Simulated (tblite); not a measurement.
# C6H14BP: the cost of one run

Programs: tblite 0.8.0 and PySCF 2.14.0, with density-fitted response routines of our own. Each step states its level of theory. These are calculated values for one molecule, in the gas phase or a continuum, unless marked as measured. Atoms are numbered from 0 throughout.

## (1) The starting structure

22 atoms, charge 0, multiplicity 1; geometry from: force field or distance geometry start.

Bonds of the start (Å): B0–P1 1.85, P1–C2 1.83, C2–C3 1.48, C3–C4 1.48, C4–C5 1.51, C4–C6 1.31, C6–C7 1.51, C6–P1 1.82, B0–H8 1.20, B0–H9 1.19, B0–H10 1.22, P1–H11 1.40, C2–H12 1.11, C2–H13 1.09, C3–H14 1.10, C3–H15 1.12, C5–H16 1.13, C5–H17 1.09, C5–H18 1.09, C7–H19 1.10, C7–H20 1.12, C7–H21 1.10.

## (2) Optimising the geometry with GFN2-xTB

Job settings and geometry (Å):

```
{"job": {"kind": "relax", "xc": "GFN2-xTB", "basis": "xTB"}, "charge": 0, "multiplicity": 1}
B     -2.791300     0.298800    -0.149600
P     -1.226200    -0.648800    -0.405800
C     -0.319400    -0.069500    -1.887100
C      1.050800    -0.409800    -1.439500
C      1.241400    -0.066000    -0.016100
C      2.580400     0.337500     0.541600
C      0.134200    -0.130200     0.684100
C     -0.053700     0.157900     2.154900
H     -3.428200    -0.089700     0.791900
H     -2.664300     1.483100    -0.135600
H     -3.514700     0.082200    -1.104400
H     -1.366300    -2.039400    -0.369100
H     -0.457300     1.032800    -1.868300
H     -0.672800    -0.568900    -2.793700
H      1.779000     0.143500    -2.050000
H      1.231300    -1.507100    -1.559800
H      3.365100    -0.425100     0.265000
H      2.574200     0.387400     1.633300
H      2.919000     1.284600     0.112800
H     -0.845500    -0.494100     2.557500
H     -0.420400     1.209300     2.309000
H      0.874400     0.050900     2.728000
```

The run is started by

```
OMP_NUM_THREADS=1 python probes_run.py task.json out
```

The driver reads the jobs from task.json and runs them one after another.

Q: Estimate the wall time and peak memory of this first job on 1 thread of Arm Neoverse N1, shared host.

About 2.1 s, with a peak of 0.18 GiB.
